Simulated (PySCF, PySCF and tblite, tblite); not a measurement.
**CH4BF2N: a path driven as rotation about a bond, and NMR exchange**

One table from this session's results is given with a row withheld; the runs are named, their logs left out.

Programs: PySCF 2.14.0 with density-fitted response routines of our own, and tblite 0.8.0. All values are computed, except where a source is named. Atoms count from 0 throughout.

### The starting structure

9 atoms, charge 0, multiplicity 1; geometry from: force field or distance geometry start.

Bonds of the start (Å): B2–F3 1.46, B2–F4 1.45, C0–H5 1.10, C0–H6 1.11, C0–H7 1.11, C0–N1 1.48, N1–B2 1.52, N1–H8 1.03.

The first run:

What the job is given:

```
{"job": {"xc": "GFN2-xTB", "basis": "xTB", "kind": "relax"}, "charge": 0, "multiplicity": 1}
C      1.086500    -0.294900    -0.101700
N      0.064900     0.764700    -0.239200
B     -1.338400     0.175800    -0.179500
F     -2.483600     1.070800    -0.319100
F     -1.574600    -1.239600     0.015900
H      2.084200     0.163200    -0.152200
H      0.991900    -1.031300    -0.930000
H      0.990400    -0.799300     0.886400
H      0.192200     1.196700    -1.169800
```

On the command line:

```bash
> OMP_NUM_THREADS=1 python ens_run.py task.json out
```

The driver reads the study from task.json and runs its stages one after another.

Steps of the session up to this table: GFN2-xTB relaxation, start minimum; Relaxed scan, rotation; Nudged elastic band, leg 1; Saddle search, leg 1; Saddle search, other pyramid; DFT refinement, start: B3LYP-D3(BJ)/def2-SVP; Shieldings, start: PBE0/pcSseg-1; Shieldings, saddle of leg 1: PBE0/pcSseg-1; Barriers, rates and exchange; Nudged elastic band, band settings drawn wide; Shieldings, start: B97-D/pcSseg-1; Single-point energy, saddle of leg 1: B97-D/pcSseg-1; Second level: B97-D/pcSseg-1 + D3(BJ).

One table of the session follows, with a row left open; its other results are not shown here.

It belongs to the step «Second level: B97-D/pcSseg-1 + D3(BJ)». Barriers by level (kcal/mol; entropies in cal/(mol K)). Zero-point and thermal terms come from xTB in every row. ΔG‡ leaves symmetry out; the rate counts equivalent paths (a factor of 4); effective ΔG‡, where given, is the barrier that would give that rate by Eyring's equation alone:

```
                  level    ΔE‡  with zero-point    ΔH‡  ΔG‡ (298 K)  k at 298 K (1/s)
               GFN2-xTB  20.23            19.18  18.93        19.37              0.16
  B3LYP-D3(BJ)/def2-SVP  20.11            19.06  18.81        19.25              0.19
 PBE0/pcSseg-1 + D3(BJ)  21.08            20.04  19.78        20.23             0.037
B97-D/pcSseg-1 + D3(BJ)      ?                ?      ?            ?                 ?
```

Estimate the missing values for B97-D/pcSseg-1 + D3(BJ).

The run gave: ΔE‡: 20.17; with zero-point: 19.13; ΔH‡: 18.87; ΔG‡ (298 K): 19.32; k at 298 K (1/s): 0.17. In the column «ΔE‡» it lies between B3LYP-D3(BJ)/def2-SVP (20.11) and GFN2-xTB (20.23).
